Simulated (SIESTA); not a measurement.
Crystal: W2N3.

```
CELL_PARAMETERS angstrom
2.50168 -4.30584 0.00000
2.50168 4.30584 0.00000
-1.68469 0.00000 5.08048
ATOMIC_POSITIONS crystal
W 0.50816 0.50816 0.52139
W 0.66931 0.00638 0.00907
W 0.32251 0.32251 0.98429
W 0.00638 0.66931 0.00907
N 0.73587 0.41956 0.25056
N 0.09633 0.09633 0.25293
N 0.41956 0.73587 0.25056
N 0.58802 0.25501 0.74713
N 0.25501 0.58802 0.74713
N 0.90619 0.90619 0.74986
```

The cell comes from a database or a generator and needn't be the stable form of this composition.

- Program: SIESTA 5.4.2
- Task: single point
- Functional: PBEsol
- Potentials or basis: PseudoDojo 0.4 standard (PBEsol files)
- Basis: DZP (energy shift 0.003 Ry; two zetas on semicore shells)
- Grid cutoff: 800 Ry
- Energy shift: 0.003 Ry
- k mesh: 7 × 7 × 5
- Occupations: fermi-dirac, width 0.05 eV
- Spin: no spin polarisation

On this cell: pressure 4.1 GPa; largest force 0.654 eV/Å; band gap on the k mesh none (metal or under the smearing width).

The same run follows on a disturbed copy (atoms moved at random, drawn with an rms of 0.05 Å):

```xyz
10
Lattice="2.5017 -4.3058 0.0000 2.5017 4.3058 0.0000 -1.6847 0.0000 5.0805" Properties=species:S:1:pos:R:3 pbc="T T T"
W     1.6480   -0.0048    2.6264
W     1.6851   -2.8276    0.0654
W    -0.0322   -0.0089    4.9950
W     1.6399    2.8970   -0.0089
N     2.4694   -1.3786    1.2802
N     0.0536    0.0132    1.2859
N     2.4976    1.3649    1.3079
N     0.8175   -1.3938    3.8448
N     0.8353    1.4280    3.7652
N     3.2864   -0.0042    3.8185
```

Task: What changes?

Result: The energy (extrapolated to zero smearing) moves by +25.9 meV/atom; pressure 4.5 GPa; largest force 3.052 eV/Å; band gap on the k mesh none (metal or under the smearing width).

Forces in eV/Å, atoms in the order of the input:
```
W    0.331  0.678  0.557
W   -0.759 -1.060 -0.613
W   -0.756  1.661  0.786
W    1.662 -1.608  1.992
N    0.280  0.116  0.278
N   -0.325 -0.163 -0.026
N   -0.337  0.487 -0.847
N   -0.053 -1.494 -1.710
N    0.003  0.753  0.279
N   -0.049  0.627 -0.692
```

Stress tensor (GPa, compression positive):
```
 3.35 -0.17 -1.56
-0.17  5.19  0.53
-1.56  0.53  5.00
```

Caveats: short orbitals over semicore shells can move pressures by several GPa; the basis of atomic orbitals isn't converged, which shifts pressures, moduli and gaps.
